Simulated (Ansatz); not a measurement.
# AlGaHCl (triplet): from Hartree-Fock to the top rungs, cc-pVDZ

The task here is to estimate one member of a computed series from the others.

The runs use Ansatz 0.2.0, Gaussian basis; cc-pVDZ, core rule «outside noble gas», up to 24 orbitals frozen.

To be run: UHF; CCSD(T) on ROHF; CCSD(T) on UHF; BCCD(T) on ROHF; CISD as a restricted active space (open shells left free, so some higher excitations enter); CCSDT(Q) on ROHF; CCSDT(Q) on UHF; CASSCF and NEVPT2, 10 electrons in 10 orbitals.

19 further runs of the same task are left out: 6 that didn't finish, 13 set aside as unsound or not needed. Runs told in other sessions of the task aren't counted.

### The geometry

The geometry is a PBE0/def2-TZVP stationary point (not a proven minimum). No spin-orbit coupling is included. The filled d shell of Ga may be among the frozen orbitals whatever the setting's name suggests.

4 atoms, charge 0, spin multiplicity 3.

Atoms are counted from 1 here; the program's logs count them from 0.

Bond lengths: Cl1–Al2 2.109 Å, Al2–Ga3 2.523 Å, Al2–H4 1.582 Å. Angles: Cl1–Al2–Ga3 115.6°, Cl1–Al2–H4 122.7°, Ga3–Al2–H4 121.7°.

Set-up of the first run:

Contents of in.yaml:

```yaml
crystal:
  periodic: [false, false, false]
  atoms:
    - {symbol: Cl, position_ang: [0.000000, -0.454110, 2.387882]}
    - {symbol: Al, position_ang: [0.000000, 0.897734, 0.768882]}
    - {symbol: Ga, position_ang: [0.000000, -0.152166, -1.525692]}
    - {symbol: H, position_ang: [0.000000, 2.467172, 0.964970]}
basis:
  gaussian: {orbitals: cc-pVDZ}
magnetization: {spin_polarized: true, initial_magnetization: 2}
hamiltonian: {xc: hf}
output: {orbitals: {seedname: orbitals}}
```

Launch:

```console
$ ansatz run in.yaml --threads 1 --pin off --events-out ev --progress --plain --max-ram 2393MiB
```

Among the steps run: UHF; CCSD(T) on ROHF; CCSD(T) on UHF; BCCD(T) on ROHF; CISD as a restricted active space (open shells left free, so some higher excitations enter); CCSDT(Q) on ROHF; CCSDT(Q) on UHF; CASSCF and NEVPT2, 10 electrons in 10 orbitals.

One table of the session follows, with a row left open; its other results are not shown here.

```
         method  from UCCSDT(Q) (meV)
           ROHF               +7310.0
            UHF               +7192.8
           RMP2               +1185.4
           UMP2               +1184.7
           CISD                +935.8
          RCCSD                     ?
          UCCSD                +220.4
       RCCSD(T)                 +55.4
       UCCSD(T)                 +47.4
        BCCD(T)                 +53.8
         RCCSDT                 +22.7
         UCCSDT                 +14.3
      RCCSDT(Q)                  +8.7
      UCCSDT(Q)                     0
CASSCF frontier               +6028.3
NEVPT2 frontier               +1184.2
```

Estimate the missing values for RCCSD.

The run gave: from UCCSDT(Q) (meV): +233.3. In the column «from UCCSDT(Q) (meV)» it lies between UCCSD (+220.4) and CISD (+935.8).

With the free atoms at the same levels and basis (separate runs), the atomisation energy is 7.204 eV at UCCSDT(Q), 7.179 eV at RCCSD(T), 7.182 eV at UCCSD(T), 6.171 eV at ROHF.

Caveats from the session: Restricted and unrestricted rows rest on different reference determinants; a gap between their highest levels can come from leftover correlation error, from unlike frozen cores or from another state.
